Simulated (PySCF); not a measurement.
# H5OPbS3 (Pb(SH)3(H2O)+): the cost of one run

Method: PBE0, Pb def2-SVP with ECP60, S def2-SVP, H def2-SVP, O def2-SVP; scalar-relativistic core potentials, no spin–orbit coupling; program: PySCF 2.14.0.

1 further run of the same task is left out (for a known fault of the program).

**1. The system as given**

10 atoms, charge 1, spin multiplicity 1.

Bond lengths: Pb1–S2 2.464 Å, Pb1–S4 2.466 Å, Pb1–S6 2.463 Å, Pb1–O8 2.410 Å, S2–H3 1.356 Å, S4–H5 1.357 Å, S6–H7 1.356 Å, O8–H9 0.968 Å, O8–H10 0.969 Å. Angles: S2–Pb1–S4 124.3°, S2–Pb1–S6 117.3°, S2–Pb1–O8 90.3°, S4–Pb1–S6 116.1°, S4–Pb1–O8 90.9°, S6–Pb1–O8 104.3°, Pb1–S2–H3 92.6°, Pb1–S4–H5 93.4°, Pb1–S6–H7 92.3°, Pb1–O8–H9 126.9°, Pb1–O8–H10 124.2°, H9–O8–H10 108.0°.

As a file:

```xyz
10
charge 1, multiplicity 1
Pb    0.06091   -0.23937    0.26986
S     1.02674    1.64680    1.52669
H     2.29376    1.20099    1.34189
S    -2.00454   -1.42475    0.91054
H    -2.21836   -0.63291    1.99183
S     1.53080   -1.40646   -1.32507
H     0.78015   -2.53449   -1.27655
O    -1.19791    1.29736   -1.09453
H    -0.87865    2.12261   -1.48728
H    -2.06699    1.10160   -1.47453
```

Formal oxidation states: Pb +4. An earlier session relaxed this geometry at PBE0, Pb def2-SVP with ECP60, S def2-SVP, H def2-SVP, O def2-SVP (singlet, point group C1).

Its energy there is -1464.541390 Eh.

**2. One electron removed, multiplicity 2**

Input file run.py (the lines that set the calculation):

```python
mol = gto.M(atom='''
Pb     0.06091    -0.23937     0.26986
S      1.02674     1.64680     1.52669
H      2.29376     1.20099     1.34189
S     -2.00454    -1.42475     0.91054
H     -2.21836    -0.63291     1.99183
S      1.53080    -1.40646    -1.32507
H      0.78015    -2.53449    -1.27655
O     -1.19791     1.29736    -1.09453
H     -0.87865     2.12261    -1.48728
H     -2.06699     1.10160    -1.47453''',
    basis={'Pb': 'def2-SVP', 'S': 'def2-SVP', 'H': 'def2-SVP', 'O': 'def2-SVP'},
    ecp={'Pb': 'def2-SVP'},
    charge=2, spin=1)
mf = dft.UKS(mol, xc='PBE0')
mf.grids.atom_grid = (50, 194)
mf = mf.density_fit()  # fitting sets: Pb def2-universal-JKFIT, S def2-universal-JKFIT, H def2-universal-JKFIT, O def2-universal-JKFIT
mf.conv_tol = 1e-08; mf.max_cycle = 55
mf.kernel(dm0)  # dm0: the density of the relaxed state
```

Launch:

```
$ OMP_NUM_THREADS=2 python run.py
```

**Question.** How long does this run take on 2 threads of Arm Neoverse V2, shared host?

About 11 s.
